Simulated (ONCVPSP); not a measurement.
**N: generating and testing an ONCV potential**

Do these settings give a usable potential? It is generated, then checked for transferability, scattering, ghosts and hardness.

Program: ONCVPSP 4.0.1.1 (patched build). Reference atom: PBE, scalar-relativistic, spherical and spin-unpolarised. All values are calculated.

## Step 1: The design

Typed settings, in words:

```
element                 : nitrogen (N, Z = 7)
type                    : optimised norm-conserving Vanderbilt (ONCV)
frozen core             : [He]
valence charge          : 5
reference configuration : 2s1.75 2p3.25
partial waves           : 2s: rc 1.10 bohr, ncon 3, nbas 7, qcut 6.3 1/bohr, 1 projector; 2p: rc 1.75 bohr, ncon 3, nbas 6, qcut 6.6 1/bohr, 2 projectors, debl 1 Ha; d scattering state at 0.02 Ha: rc 1.80 bohr, ncon 4, nbas 9, qcut 4.7 1/bohr, 2 projectors, debl 2.6 Ha
local potential         : polynomial inside 1.05 bohr (lpopt 5, dvloc0 6 Ha)
core correction         : Teter function, fcfact 3.5, rcfact 1.8
```

An earlier all-electron run gives the scale for the radii.

All-electron outer shells of the reference configuration (PBE, scalar-relativistic, ld1.x):

| shell | level (eV) | outermost node (bohr) | outermost maximum (bohr) |
| --- | --- | --- | --- |
| 1s | -384.93 | – | 0.15 |
| 2s | -18.70 | 0.32 | 1.02 |
| 2p | -7.20 | – | 0.98 |

## Step 2: Generating the potential

File N.dat:

```
# ATOM AND REFERENCE CONFIGURATION
# atsym  z   nc   nv     iexc    psfile
  N 7.00    1    2        4      upf
#
#   n    l    f
    1    0    2.00
    2    0    1.75
    2    1    3.25
#
# PSEUDOPOTENTIAL AND OPTIMIZATION
# lmax
    2
#
#   l,   rc,      ep,       ncon, nbas, qcut
    0    1.10    0.00    3    7    6.30
    1    1.75    0.00    3    6    6.60
    2    1.80    0.02    4    9    4.70
#
# LOCAL POTENTIAL
# lloc, lpopt,  rc(5),   dvloc0
    4    5    1.05    6.00
#
# VANDERBILT-KLEINMAN-BYLANDER PROJECTORs
# l, nproj, debl
    0    1    0.80
    1    2    1.00
    2    2    2.60
#
# MODEL CORE CHARGE
# icmod, fcfact, rcfact
    3    3.50    1.80
#
# LOG DERIVATIVE ANALYSIS
# epsh1, epsh2, depsh
   -2.00    5.00    0.02
#
# OUTPUT GRID
# rlmax, drl
    6.00    0.01
#
# TEST CONFIGURATIONS
# ncnf
    4
# nvcnf
#   n    l    f
    2
    2    0    2.00
    2    1    3.00
#
    2
    2    0    2.00
    2    1    2.00
#
    2
    2    0    2.00
    2    1    1.00
#
    2
    2    0    1.00
    2    1    3.00
#
```

Started as:

```console
$ oncvpsp.x < N.dat > N.out
```

Q: Predict the outcome of this session. Wanted: cutoffs for 1 and 0.1 mHa per electron, occupied waves; bound ghosts; GHOST(+) flags; largest test error; largest phase difference near zero energy, channels read; rms error of d²Exc/dn², without and with the model core.

The runs gave:

| quantity | value |
| --- | --- |
| cutoffs for 1 and 0.1 mHa per electron, occupied waves | 20 Ha and 103 Ha |
| bound ghosts | none found |
| GHOST(+) flags | none at low energy |
| largest test error (AE − PS) | +484 meV, for 2s2 2p1 |
| largest phase difference near zero energy, channels read | 0.003 rad |
| rms error of d²Exc/dn², without and with the model core | 1.37 and 2.23 mHa |

**Reading.** By total energies transferability is poor: the largest error is 484 meV on 39.6 eV, for 2s2 2p1. It counts as of middling hardness, with 20 Ha needed at the looser tolerance. The tighter tolerance needs 103 Ha, and converged work needs a cutoff nearer that. At the looser tolerance the 2s wave is the slowest; 2p needs 17 Ha. It is free of bound ghosts as far as tested. Near zero energy the phases of the channels with partial waves agree within 0.003 rad. All of this concerns the isolated atom, not yet a solid.
